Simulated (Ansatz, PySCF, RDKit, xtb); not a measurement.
**Isomers of GeSiH6O4, a sample narrowed down**

Which of a sample of isomers of GeSiH6O4 is the most stable in the gas at 298.15 K, and what are its properties? The sample is small against all isomers, and the most stable one of this formula need not be in it.

Plan: many cheap relaxations first (GFN2-xTB), then density-functional screening, relaxation at PBE0-D4/def2-SVP, vibrations (at GFN2-xTB) and a final energy. The numbers are computed, not measured.

**1. Drawing up candidates**

Isomers were drawn by moving bonds and hydrogen atoms under normal valences; this is a sample, not all of them. O–O, O–halogen and N–halogen bonds and N–N–N chains are not drawn. That gives 7 candidates.

```
label                         SMILES     spin
 c247  [OH][Ge]([OH])([OH])[O][SiH3]  singlet
 c446      O[SiH2][O][GeH]([OH])[OH]  singlet
 c468          [OH][GeH2][Si](O)(O)O  singlet
 c514           O[Si](O)(O)[O][GeH3]  singlet
 c598       O[SiH](O)[GeH]([OH])[OH]  singlet
 c775         [OH][GeH2][O][SiH](O)O  singlet
 c892    O[SiH2][Ge]([OH])([OH])[OH]  singlet
```

Candidates are built by distance geometry, with a force field where one applies, in up to four conformers (letters a to d).

Q: Predict the outcome of this search (final energies at CCSD(T)/def2-SVP + MP2/def2-TZVPP - MP2/def2-SVP).

| quantity | value |
| --- | --- |
| lowest structure found | O[Si](O)(O)[O][GeH3], singlet |
| next finalist | [OH][GeH2][O][SiH](O)O, singlet, 16.1 kcal/mol higher in G |
| share at equilibrium, among the finalists | 100.0 % |
| dipole moment (PBE0/def2-SVPD) | 0.52 D |
| HOMO energy (PBE0/def2-SVPD) | -8.74 eV |
| LUMO energy (PBE0/def2-SVPD) | -0.36 eV |
| HOMO–LUMO gap (PBE0/def2-SVPD) | 8.39 eV |
| lowest excitation (TD-PBE0/def2-SVPD) | 7.09 eV (f = 0.004) |
| strongest of the states computed, same level | 8.41 eV (f = 0.112) |
| lowest triplet excitation, same level, Tamm-Dancoff | 6.77 eV |
| vertical ionisation energy | 10.68 eV |
| vertical electron affinity | -0.83 eV (unbound: the value depends on the basis) |
| vertical triplet less singlet | +6.83 eV |

`O[Si](O)(O)[O][GeH3]` comes out lowest. The margin of 16.1 kcal/mol over the next finalist is beyond the usual error of the last level; it says nothing of structures that weren't ranked. With 3 minima in the window unscreened, the next finalist need not be the second lowest, and margin and share hold for the finalists alone. GFN2-xTB, HF/STO-3G, r2SCAN-D4/def2-SVP, PBE0-D4/def2-SVP, HF/def2-SVP and MP2/def2-SVP already put its bonding pattern lowest among the structures in one piece. 3 minima inside the window were never screened. Lowest found is not proven lowest: the search is finite, and each finalist counts with one conformer. Only 7 drawn patterns were tried, so whole families of isomers are missing, and the result ranks only the part of this sample that was screened.
